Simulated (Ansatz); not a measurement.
# Mo (sc type): the cost of one run

Computed with Ansatz 0.2.0 (DFT LDA, with the methods named in each step, unless a step's input says otherwise).

1 further run of the same task is left out (it didn't finish). Runs told in other sessions of the task aren't counted.

### 1 Starting point

The structure is cubic, space group Pm-3m (No. 221). The conventional cell has a = 2.535 Å, b = 2.535 Å, c = 2.535 Å, α = 90.00°, β = 90.00°, γ = 90.00°. Mo (site symmetry m-3m) is surrounded by 6 Mo at 2.54 Å.

Coordinates:

```
CELL_PARAMETERS angstrom
2.53507 0.00000 0.00000
0.00000 2.53507 0.00000
0.00000 0.00000 2.53507
ATOMIC_POSITIONS crystal
Mo 0.00000 0.00000 0.00000
```

Whether this phase is the stable one at these pressures isn't tested.

### 2 Cell relaxed at zero pressure, PAW

Contents of input.yaml:

```yaml
crystal:
  lattice:
    - [2.5350684481, 0.0, 0.0]
    - [0.0, 2.5350684481, 0.0]
    - [0.0, 0.0, 2.5350684481]
  atoms:
    - { symbol: Mo, position: [0.0, 0.0, 0.0] }
kpoints:
  mp_grid: { grid: [17, 17, 17] }
scf:
  occupations: { method: fermi_dirac, width: 0.05 }
hamiltonian:
  xc: lda
  pseudopotentials: { kind: paw }
output:
  forces: true
  stress: true
  write_density: true
  write_potential: true
  elf: true
  volumetric_format: npy
relax:
  f_tol: 0.005
  max_steps: 40
  cell: {}
```

On the command line:

```sh
$ ansatz run input.yaml --threads 1 --pin off --max-ram 2048MiB --backend cpu --events-out ev --progress --plain --runs-dir out
```

What time and memory should one allow on 1 thread of Arm Neoverse V1, shared host?

About 9.6 s, with a peak of 0.3 GiB.
